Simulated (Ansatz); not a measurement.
**CoBr3 (ReO3 type): equation of state**

One table from this session's results is given with a row withheld; the runs are named, their logs left out.

Computed with Ansatz 0.2.0 (DFT PBE+U (U_eff = 3.3 eV on Co 3d), scalar-relativistic, plane waves, PAW, unless a step's input says otherwise).

4 further runs of the same task are left out: 4 that didn't finish. Runs told in other sessions of the task aren't counted.

**The starting structure**

The structure is cubic, space group Pm-3m (No. 221). The conventional cell has a = 5.119 Å, b = 5.119 Å, c = 5.119 Å, α = 90.00°, β = 90.00°, γ = 90.00°. Around Co (site symmetry m-3m) lie 6 Br at 2.56 Å. Br (site symmetry 4/mmm) has 2 Co at 2.56 Å in its first shell of neighbours.

Structure file:

```
CELL_PARAMETERS angstrom
5.11879 0.00000 0.00000
0.00000 5.11879 0.00000
0.00000 0.00000 5.11879
ATOMIC_POSITIONS crystal
Co 0.00000 0.00000 0.00000
Br 0.50000 0.00000 0.00000
Br 0.00000 0.00000 0.50000
Br 0.00000 0.50000 0.00000
```

An earlier run at PBE+U (U_eff = 3.3 eV on Co 3d) left this cell at 33.531 Å³/atom and 0.00 GPa (6×6×6 mesh).

Volume factors to run: 0.980, 1.020, 0.960, 1.040, 1.070, 1.100, 0.945.

Set-up of the first run:

input.yaml reads:

```yaml
crystal:
  lattice:
    - [5.0844344767, 0.0, 0.0]
    - [0.0, 5.0844344767, 0.0]
    - [0.0, 0.0, 5.0844344767]
  atoms:
    - { symbol: Co, position: [0.0, 0.0, 0.0], spin: 2.78 }
    - { symbol: Br, position: [0.5, 0.0, 0.0] }
    - { symbol: Br, position: [0.0, 0.0, 0.5] }
    - { symbol: Br, position: [0.0, 0.5, 0.0] }
basis:
  ecutwfc: 420
  ecutrho_ratio: 4
kpoints:
  mp_grid: { grid: [6, 6, 6] }
hamiltonian:
  xc: pbe
  hubbard:
    sites:
      - { species: Co, l: d, u_eff: 3.3, starting_ns: start.occupation_matrices }
    ns_hold: { iters: 6 }
scf:
  occupations: { method: gaussian, width: 0.05 }
  lower_state_search: "off"
output:
  forces: true
  stress: true
  eigenvalues: true
  populations: true
  hubbard: { sites: [{ species: Co, l: d }] }
magnetization:
  spin_polarized: true
```

start.occupation_matrices holds the open shells' occupation matrices from the neighbouring geometry.

Started as:

```bash
$ ansatz run input.yaml --threads 2 --pin off --max-ram 2662MiB --backend cpu --events-out ev --progress --plain --runs-dir out
```

Among the steps run: Volume × 0.980; Scaling the volume by 1.020; At 0.960 of the relaxed volume; At 1.040 of the relaxed volume; At 1.070 of the relaxed volume; Volume × 1.100; Volume × 0.945.

One table of the session follows, with a row left open; its other results are not shown here.

It belongs to the step «The fit». 

```
volume (Å³/atom)  energy (meV/atom)  pressure (GPa)  moment of atom 1 (μB)
          31.686               8.50            1.62                   2.46
          32.189                  ?               ?                      ?
          32.860               0.91            0.50                   2.50
          33.531               0.00            0.00                   2.53
          34.201               0.95           -0.42                   2.56
          34.872               3.50           -0.80                   2.58
          35.878              10.14           -1.33                   2.61
          36.884              19.96           -1.80                   2.64
```

**Question.** Estimate the row for volume (Å³/atom) = 32.189.

Worked estimate for «energy (meV/atom)». A straight line through the neighbours (31.686, 8.50) and (32.860, 0.91) gives 8.50 + (0.91 − 8.50) × (32.189 − 31.686) / (32.860 − 31.686) = 5.25; a parabola fitted to 3 rows on both sides gives 4.31.

As computed: energy (meV/atom): 4.20; pressure (GPa): 1.11; moment of atom 1 (μB): 2.47. In «energy (meV/atom)» the line misses by +1.05 and the parabola by +0.11.

Caveats from the session: Warnings in the runs' records: filled band counts differ across k points, symmetry narrowed by occupation matrices, xc potential rough in thin density, stability check not made.
